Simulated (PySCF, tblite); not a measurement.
**C3H7FSeSi: geometry, infrared bands and NMR shifts**

Wanted: the infrared bands and NMR shifts of C3H7FSeSi (`F[C@H]1CC[SiH2][Se]1`), by calculation.

Programs: tblite 0.8.0 and PySCF 2.14.0, with density-fitted response routines of our own. Each step states its level of theory. These are calculated values for one molecule in the gas phase, unless marked as measured. Atoms are numbered from 0 throughout.

### 1 Starting geometry

13 atoms, charge 0, multiplicity 1; geometry from: force field or distance geometry start.

Bonds of the start (Å): F0–C1 1.35, C1–C2 1.50, C2–C3 1.52, C3–Si4 1.87, Si4–Se5 2.31, Se5–C1 1.96, C1–H6 1.11, C2–H7 1.10, C2–H8 1.12, C3–H9 1.11, C3–H10 1.11, Si4–H11 1.46, Si4–H12 1.46.

### 2 Geometry optimisation with GFN2-xTB

What the job is given:

```
{"job": {"kind": "relax", "xc": "GFN2-xTB", "basis": "xTB"}, "charge": 0, "multiplicity": 1}
F     -1.758300     0.769700     2.068800
C     -0.687900     0.504600     1.286600
C     -0.926600    -0.502400     0.194300
C      0.413600    -0.904500    -0.392100
Si     1.157300     0.648600    -1.123800
Se    -0.129700     2.031200     0.198000
H      0.214700     0.184400     1.857000
H     -1.507400    -1.375000     0.525100
H     -1.469400     0.052900    -0.611100
H      0.275600    -1.704100    -1.145900
H      0.999800    -1.283100     0.467300
H      0.840200     0.798400    -2.538600
H      2.573600     0.779800    -0.803200
```

The run is started by

```bash
OMP_NUM_THREADS=1 python probes_run.py task.json out
```

The driver reads the jobs from task.json and runs them one after another.

Output:

```text
step      E/eV     max force
  0    -534.35469    1.565
  1    -534.46622    1.163
  2    -534.56021    0.732
  3    -534.61375    0.606
  4    -534.64419    0.401
  5    -534.66252    0.417
  6    -534.68076    0.422
  7    -534.69861    0.437
  8    -534.71657    0.380
  9    -534.73218    0.300
 10    -534.74393    0.318
 11    -534.75360    0.326
 12    -534.76380    0.291
 13    -534.77300    0.283
 14    -534.77973    0.171
 15    -534.78475    0.236
 16    -534.78951    0.243
 17    -534.79487    0.238
 18    -534.79997    0.182
 19    -534.80377    0.161
 20    -534.80666    0.150
 21    -534.80970    0.156
 22    -534.81328    0.165
 23    -534.81632    0.149
 24    -534.81807    0.119
 25    -534.81898    0.076
 26    -534.81952    0.056
 27    -534.81990    0.058
 28    -534.82015    0.044
 29    -534.82033    0.039
 30    -534.82046    0.032
 31    -534.82056    0.028
 32    -534.82061    0.019
 33    -534.82064    0.018
 34    -534.82066    0.017
 35    -534.82069    0.012
 36    -534.82071    0.013
 37    -534.82073    0.015
 38    -534.82075    0.019
 39    -534.82078    0.016
 40    -534.82081    0.014
 41    -534.82084    0.015
 42    -534.82087    0.021
 43    -534.82092    0.027
 44    -534.82097    0.022
 45    -534.82101    0.016
 46    -534.82105    0.017
 47    -534.82108    0.017
 48    -534.82112    0.023
 49    -534.82118    0.023
 50    -534.82125    0.024
 51    -534.82131    0.018
 52    -534.82137    0.018
 53    -534.82145    0.022
 54    -534.82153    0.023
 55    -534.82159    0.014
 56    -534.82161    0.010
 57    -534.82162    0.010
 58    -534.82163    0.012
 59    -534.82165    0.012
 60    -534.82166    0.007
```

Wall time 0.34 s (1 thread of Arm Neoverse V1, shared host); peak memory 0.18 GiB.

Relaxation path: (not every step is listed)

```csv
step,energy from step 0 (eV),largest force (eV/Å)
0,0.0000,1.5654
1,-0.1115,1.1627
2,-0.2055,0.7321
3,-0.2591,0.6061
4,-0.2895,0.4013
5,-0.3078,0.4168
6,-0.3261,0.4220
7,-0.3439,0.4370
8,-0.3619,0.3804
12,-0.4091,0.2913
16,-0.4348,0.2431
20,-0.4520,0.1503
24,-0.4634,0.1187
28,-0.4655,0.0443
32,-0.4659,0.0195
36,-0.4660,0.0127
40,-0.4661,0.0140
44,-0.4663,0.0218
48,-0.4664,0.0229
52,-0.4667,0.0181
55,-0.4669,0.0141
56,-0.4669,0.0102
57,-0.4669,0.0098
58,-0.4669,0.0122
59,-0.4670,0.0124
60,-0.4670,0.0066
```

Close pairs (by a distance rule), those that changed most:

```csv
bond,before (Å),after (Å),change (Å)
C1–Se5,1.956,1.999,+0.043
C3–Si4,1.871,1.911,+0.040
Si4–Se5,2.305,2.278,-0.028
C2–H8,1.119,1.093,-0.026
C3–H9,1.108,1.088,-0.020
C1–H6,1.115,1.097,-0.017
C3–H10,1.107,1.091,-0.016
C1–C2,1.505,1.517,+0.013
```

The final coordinates are the input of the step that follows.

### 3 Infrared spectrum with GFN2-xTB

What the job is given:

```
{"job": {"kind": "ir", "xc": "GFN2-xTB", "basis": "xTB"}, "charge": 0, "multiplicity": 1}
F     -1.895126     0.959787     1.735248
C     -0.702005     0.546646     1.228450
C     -0.903572    -0.578710     0.230883
C      0.413511    -0.932042    -0.442298
Si     1.192937     0.685505    -1.097450
Se     0.179170     2.115446     0.356969
H     -0.078726     0.250424     2.081803
H     -1.326028    -1.437347     0.761057
H     -1.636028    -0.249804    -0.511128
H      0.245834    -1.654835    -1.237615
H      1.080527    -1.400142     0.283073
H      0.781184     0.986764    -2.466903
H      2.643934     0.708795    -0.939818
```

Output:

```text
mode    cm-1     km/mol
  1      56.5      0.17
  2     192.4      1.88
  3     230.0      1.31
  4     274.7      5.36
  5     362.1     16.08
  6     396.2     24.11
  7     450.2     19.20
  8     491.7     33.00
  9     514.4      4.79
 10     544.1      6.53
 11     625.8    273.57
 12     701.4     98.67
 13     761.4    241.83
 14     778.1    134.44
 15     943.4     18.36
 16     967.0     27.74
 17    1050.0    148.56
 18    1069.5      3.34
 19    1108.6      9.00
 20    1159.8     10.84
 21    1204.0     58.56
 22    1265.3      2.17
 23    1268.2      9.45
 24    1328.4      7.39
 25    1468.8      2.67
 26    1481.4      4.88
 27    2272.1    260.57
 28    2286.8    229.72
 29    2890.0     23.56
 30    2953.2     32.05
 31    2974.6      2.39
 32    2982.7     44.17
 33    3017.0     13.29
```

It took 0.38 s on 1 thread of Arm Neoverse V1, shared host; peak memory 0.18 GiB.

Which atoms move in the most intense modes:

```csv
cm⁻¹,km/mol,atoms
626,273.6,"H11 46 %, H12 39 %"
701,98.7,"C3 37 %, Si4 27 %, H10 12 %"
761,241.8,"H11 46 %, H12 45 %"
778,134.4,"H9 33 %, C3 31 %, H10 17 %"
1050,148.6,"C1 49 %, F0 28 %"
1204,58.6,"H6 54 %, C1 12 %, H7 10 %"
2272,260.6,H11 95 %
2287,229.7,H12 95 %
```

### 4 Shielding tensors: PBE0/pcSseg-1

Settings changed since step 3:

```diff
@@ -1,2 +1,2 @@
-{"job": {"kind": "ir", "xc": "GFN2-xTB", "basis": "xTB"}, "charge": 0, "multiplicity": 1}
+{"job": {"kind": "nmr", "xc": "PBE0", "basis": "pcSseg-1"}, "charge": 0, "multiplicity": 1}
 F     -1.895126     0.959787     1.735248
```

Method: GIAO PBE0/pcSseg-1 NMR shielding, non-relativistic, gas phase.

Output:

```text
coarse grid: 51888 points
cycle   1  E = -2908.4507801367  dE = -3.865e-01  |g| = 8.152e-01  |ddm| = 3.391e+00
cycle   2  E = -2908.4199056357  dE =  3.087e-02  |g| = 7.765e-01  |ddm| = 8.705e-01
cycle   3  E = -2908.5057803330  dE = -8.587e-02  |g| = 2.084e-01  |ddm| = 5.917e-01
cycle   4  E = -2908.5123257899  dE = -6.545e-03  |g| = 4.316e-02  |ddm| = 1.368e-01
cycle   5  E = -2908.5125986689  dE = -2.729e-04  |g| = 1.276e-02  |ddm| = 4.176e-02
cycle   6  E = -2908.5126435027  dE = -4.483e-05  |g| = 1.879e-03  |ddm| = 1.489e-02
cycle   7  E = -2908.5126443617  dE = -8.590e-07  |g| = 9.064e-04  |ddm| = 3.009e-03
final grid: 107832 points
cycle   8  E = -2908.5126591420  dE =  8.017e-08  |g| = 1.199e-03  |ddm| = 2.503e-03
cycle   9  E = -2908.5126588978  dE =  2.442e-07  |g| = 1.612e-03  |ddm| = 2.717e-03
cycle  10  E = -2908.5126594530  dE = -5.552e-07  |g| = 1.168e-04  |ddm| = 1.584e-03
cycle  11  E = -2908.5126594567  dE = -3.622e-09  |g| = 1.187e-05  |ddm| = 1.243e-04
cycle  12  E = -2908.5126594567  dE = -2.910e-11  |g| = 3.554e-06  |ddm| = 1.202e-05
converged SCF energy = -2908.5126594567

GIAO shielding tensors (ppm)
atom      isotropic    diamagn.    paramagn.     s11        s22        s33       span
  0 F      356.400     470.107    -113.707    321.138    352.163    395.899     74.761
  1 C       72.117     243.013    -170.895     13.425     77.510    125.417    111.992
  2 C      146.436     248.359    -101.923    125.132    144.697    169.477     44.345
  3 C      177.560     252.195     -74.636    159.775    178.504    194.400     34.625
  4 Si     363.814     878.220    -514.406    309.517    363.257    418.669    109.152
  5 Se    1897.961    3001.199   -1103.238   1359.604   1675.203   2659.074   1299.470
  6 H       25.038      29.542      -4.504     21.446     23.776     29.893      8.447
  7 H       29.065      29.517      -0.452     24.173     26.986     36.036     11.863
  8 H       29.684      30.408      -0.724     26.323     27.780     34.950      8.627
  9 H       30.349      29.836       0.513     25.410     26.968     38.669     13.260
 10 H       30.758      30.714       0.044     26.259     27.501     38.515     12.257
 11 H       26.482      27.729      -1.247     22.463     23.704     33.279     10.816
 12 H       26.679      27.648      -0.970     22.497     23.992     33.546     11.049
```

It took 26 s on 1 thread of Arm Neoverse V1, shared host; peak memory 0.72 GiB.

The references, computed at this level on geometries of the same kind, shield at (ppm): 1H TMS 31.72, 13C TMS 186.9, 29Si TMS 349.2, 19F CFCl3 170.9, 77Se Me2Se 1758. Their shielding less the atom's gives the shift. The references are single molecules in the gas phase, so shifts against H2O, NH3, PH3, H3PO4 or CFCl3 are not on the usual liquid scales and can be off by tens of ppm.

```csv
atoms,environment,σ (ppm),δ (ppm)
C1,sp3 CH bonded to F and Se,72.1,114.8
C2,sp3 CH2 in a ring,146.4,40.5
C3,sp3 CH2 bonded to Si,177.6,9.4
H6,hydrogen on an sp3 CH bonded to F and Se,25.04,6.68
H11,"hydrogen on a silicon bonded to C, Se, in a 5-membered ring",26.48,5.23
H12,"hydrogen on a silicon bonded to C, Se, in a 5-membered ring",26.68,5.04
H7,hydrogen on an sp3 CH2 in a ring,29.07,2.65
H8,hydrogen on an sp3 CH2 in a ring,29.68,2.03
H9,hydrogen on an sp3 CH2 bonded to Si,30.35,1.37
H10,hydrogen on an sp3 CH2 bonded to Si,30.76,0.96
F0,fluorine on an sp3 carbon,356.4,-185.5
Si4,"silicon bonded to C, Se, 2 H, in a 5-membered ring",363.8,-14.7
Se5,"selenium bonded to C, Si, in a 5-membered ring",1898,-140
```

Charges from the same density, by scheme (e):

```csv
atoms,Mulliken,IAO,Hirshfeld,ESP fit
F0,-0.30,-0.30,-0.10,-0.14
C1,0.16,0.10,0.05,-0.01
C2,-0.22,-0.27,-0.08,-0.20
C3,-0.54,-0.53,-0.15,-0.44
Si4,0.66,0.63,0.30,0.43
Se5,-0.36,-0.15,-0.08,-0.21
```

Mayer bond orders: F0–C1 0.90, C1–C2 0.99, C2–C3 1.03, C3–Si4 0.91, Si4–Se5 0.96, Se5–C1 0.98.

Ring of atoms C1, C2, C3, Si4, Se5: NICS(0) -7.5, NICS(1) -4.5, NICS(1)zz -1.1 ppm (means of both faces).

### 5 Results

| quantity | value |
| --- | --- |
| strongest single infrared mode (GFN2-xTB) | 626 cm⁻¹, 274 km/mol |
| zero-point energy (GFN2-xTB) | 57.3 kcal/mol |
| 13C shifts against TMS (PBE0/pcSseg-1) | 114.8, 40.5, 9.4 ppm |
| 1H shifts against TMS (PBE0/pcSseg-1) | 6.68, 5.23, 5.04, 2.65, 2.03, 1.37, 0.96 ppm |
| 19F shifts against CFCl3 (PBE0/pcSseg-1) | -185.5 ppm |
| 29Si shifts against TMS (PBE0/pcSseg-1) | -14.7 ppm |
| 77Se shifts against Me2Se (PBE0/pcSseg-1) | -140 ppm |

The optimisation took 60 steps and gained 0.467 eV; among the close pairs (by a distance rule), C1–Se5 changed most, from 1.956 to 1.999 Å. All 33 modes are real, so the xTB geometry is a minimum. The strongest single mode, at 626 cm⁻¹, moves mainly H11 and H12. GFN2-xTB is a fitted tight-binding method: band positions and strengths are rough. Its intensities can rank the bands wrongly. C1 (sp3 CH bonded to F and Se) lies farthest downfield among carbon, at 114.8 ppm; deshielded by the electronegative neighbour. The most deshielded hydrogen is H6 (hydrogen on an sp3 CH bonded to F and Se), at 6.68 ppm: its carbon carries F, hence the downfield position. At PBE0/pcSseg-1: Shielding is most anisotropic at Se5 (span 1299 ppm, paramagnetic term -1103 ppm). Spin-orbit coupling is left out, which matters for shieldings and couplings at and beside the heavy atoms.
